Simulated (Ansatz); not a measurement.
# Si3N4: the cost of one run

Computed with Ansatz 0.2.0 (DFT PBE+D3(BJ), scalar-relativistic, plane waves, PAW, unless a step's input says otherwise).

### Step 1. Starting point

It takes space group P6_3 (No. 173, hexagonal). The conventional cell has a = 7.595 Å, b = 7.595 Å, c = 2.902 Å, α = 90.00°, β = 90.00°, γ = 120.00°. Si (site symmetry 1) has 3 N at 1.70 to 1.77 Å in its first shell of neighbours. N (site symmetry 1) is surrounded by 3 Si at 1.70 to 1.77 Å. N (site symmetry 3) is surrounded by 6 Si at 2.23 to 2.29 Å and 3 N at 2.45 Å.

As a file:

```cif
data_structure
_symmetry_space_group_name_H-M 'P6_3'
_symmetry_Int_Tables_number 173
_cell_length_a 7.5950
_cell_length_b 7.5950
_cell_length_c 2.9023
_cell_angle_alpha 90.000
_cell_angle_beta 90.000
_cell_angle_gamma 120.000
_cell_volume 144.99
loop_
_atom_site_label
_atom_site_type_symbol
_atom_site_symmetry_multiplicity
_atom_site_Wyckoff_symbol
_atom_site_fract_x
_atom_site_fract_y
_atom_site_fract_z
_atom_site_occupancy
Si1 Si 6 c 0.76870 0.17440 0.25000 1
N1 N 6 c 0.02970 0.32950 0.26500 1
N2 N 2 b 0.33333 0.66667 0.23440 1
```

The structure comes from the Crystallography Open Database.

(A quick probe on a coarse mesh, which set the mesh and smearing, is not shown.)

### Step 3. Rough relaxation on the coarse mesh

input.yaml

```yaml
crystal:
  lattice:
    - [7.595, 0.0, 0.0]
    - [-3.7975, 6.5774629417, 0.0]
    - [0.0, 0.0, 2.9023]
  atoms:
    - { symbol: Si, position: [0.7687, 0.1744, 0.25] }
    - { symbol: Si, position: [0.5943, 0.7687, 0.75] }
    - { symbol: Si, position: [0.8256, 0.5943, 0.25] }
    - { symbol: Si, position: [0.2313, 0.8256, 0.75] }
    - { symbol: Si, position: [0.4057, 0.2313, 0.25] }
    - { symbol: Si, position: [0.1744, 0.4057, 0.75] }
    - { symbol: "N", position: [0.0297, 0.3295, 0.265] }
    - { symbol: "N", position: [0.7002, 0.0297, 0.765] }
    - { symbol: "N", position: [0.6705, 0.7002, 0.265] }
    - { symbol: "N", position: [0.9703, 0.6705, 0.765] }
    - { symbol: "N", position: [0.2998, 0.9703, 0.265] }
    - { symbol: "N", position: [0.3295, 0.2998, 0.765] }
    - { symbol: "N", position: [0.3333333333, 0.6666666667, 0.2344] }
    - { symbol: "N", position: [0.6666666667, 0.3333333333, 0.7344] }
basis:
  ecutwfc: 420
kpoints:
  mp_grid: { grid: [3, 3, 8] }
hamiltonian:
  xc: pbe
  dispersion: d3bj
scf:
  occupations: { method: gaussian, width: 0.1 }
output:
  forces: true
  stress: true
  eigenvalues: true
relax:
  adjacent_minimum: "off"
  f_tol: 0.05
  max_steps: 80
  cell: { stress_tol: 0.5 }
```

Command:

```console
> ansatz run input.yaml --threads 4 --pin off --max-ram 10240MiB --backend cpu --events-out ev --progress --plain --runs-dir out
```

**Question.** How long does this run take on 4 threads of Intel Xeon at 2.50GHz (Skylake/Cascade Lake), shared host, and how much memory does it need?

About 83 s, with a peak of 0.53 GiB.
